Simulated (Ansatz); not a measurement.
**CH7B2FOSi: up Jacob's ladder to CCSD(T)**

Aim: compute CH7B2FOSi with functionals from several rungs and with coupled cluster. The yardstick is the atomisation energy at the CCSD(T) limit.

Computed with Ansatz 0.2.0, Gaussian basis. Level: functionals in def2-TZVPP, the program's frozen cores in correlated methods.

Plan: PBE-D4, r2SCAN-D4, PBE0-D4, B3LYP-D4, ωB97X-V, ωB97M-V, B2PLYP; CCSD(T)/def2-TZVPP; MP2/def2-QZVPP; extrapolation to the limit.

## Step 1: The relaxed structure

All runs share one geometry, relaxed beforehand with PBE0-D4 in a triple-zeta def2 set.

SMILES `BB(CF)[SiH2]O`, 13 atoms, charge 0, spin multiplicity 1.

Atoms are counted from 1 here; the program's logs count them from 0.

Bond lengths: B1–B2 1.628 Å, B1–H7 1.199 Å, B1–H8 1.199 Å, B2–C3 1.554 Å, B2–Si5 2.020 Å, C3–F4 1.393 Å, C3–H9 1.100 Å, C3–H10 1.100 Å, Si5–O6 1.657 Å, Si5–H11 1.493 Å, Si5–H12 1.493 Å, O6–H13 0.958 Å. Angles: B2–B1–H7 121.8°, B2–B1–H8 121.8°, H7–B1–H8 116.4°, B1–B2–C3 124.9°, B1–B2–Si5 120.2°, C3–B2–Si5 114.8°, B2–C3–F4 115.6°, B2–C3–H9 109.9°, B2–C3–H10 109.9°, F4–C3–H9 107.9°, F4–C3–H10 107.9°, H9–C3–H10 105.1°, B2–Si5–O6 107.6°, B2–Si5–H11 110.6°, B2–Si5–H12 110.5°, O6–Si5–H11 110.7°, O6–Si5–H12 110.7°, H11–Si5–H12 106.8° and more.

## Step 2: PBE-D4 (GGA)

Contents of in.yaml:

```yaml
crystal:
  periodic: [false, false, false]
  atoms:
    - {symbol: B, position_ang: [-1.550555, -1.392304, 0.469885]}
    - {symbol: B, position_ang: [-0.276922, -0.388426, 0.330461]}
    - {symbol: C, position_ang: [0.822875, -0.191085, 1.410935]}
    - {symbol: F, position_ang: [0.670129, -0.948307, 2.570215]}
    - {symbol: Si, position_ang: [-0.033801, 0.720302, -1.340237]}
    - {symbol: O, position_ang: [1.349261, 1.613415, -1.151976]}
    - {symbol: H, position_ang: [-1.506135, -2.526138, 0.081651]}
    - {symbol: H, position_ang: [-2.599650, -1.023500, 0.918829]}
    - {symbol: H, position_ang: [0.875241, 0.867834, 1.702919]}
    - {symbol: H, position_ang: [1.810926, -0.419174, 0.985477]}
    - {symbol: H, position_ang: [0.065317, -0.157936, -2.543879]}
    - {symbol: H, position_ang: [-1.212546, 1.612004, -1.553529]}
    - {symbol: H, position_ang: [1.606159, 2.198516, -1.865752]}
basis:
  gaussian: {orbitals: def2-TZVPP}
hamiltonian: {xc: pbe, dispersion: d4}
output: {forces: true, orbitals: {seedname: orbitals}}
```

Run with:

```
$ ansatz run in.yaml --threads 4 --pin off --events-out ev --progress --plain --max-ram 10444MiB
```

After this run come: r2SCAN-D4 (meta-GGA); PBE0-D4 (hybrid); B3LYP-D4 (hybrid); ωB97X-V (range-separated); ωB97M-V (range-separated); B2PLYP (double hybrid); CCSD(T) in def2-TZVPP; MP2 in def2-QZVPP.

Q: Predict the results of all the runs planned. Wanted: atomisation energy, CCSD(T)/CBS; farthest; mean size of error, hybrid; mean size of error, range-separated; gap, smallest and largest; T1 diagnostic; triples share of the correlation energy.

The runs gave:

| quantity | value |
| --- | --- |
| atomisation energy, CCSD(T)/CBS | 4627.5 kJ/mol |
| functionals within 23.1 kJ/mol (0.5 %) | PBE0-D4 |
| farthest | PBE-D4 (+96.1 kJ/mol) |
| mean size of error, hybrid | 23.8 kJ/mol |
| mean size of error, range-separated | 35.1 kJ/mol |
| gap, smallest and largest | 3.99 eV (PBE-D4), 10.70 eV (ωB97X-V) |
| T1 diagnostic | 0.0130 |
| triples share of the correlation energy | 3.3 % |

What this shows: PBE-D4 misses by +96.1 kJ/mol. Double hybrids carry the basis error of their MP2 part in triple zeta, and no dispersion term here, so their miss is partly the set-up's. The reference freezes the cores and leaves out relativity and excitations past (T), so misses under about 23.1 kJ/mol can't be ranked. Hartree-Fock recovers 75 % of the binding; the rest is correlation. Orbital gaps span 4.0 to 10.7 eV; exact exchange widens them.
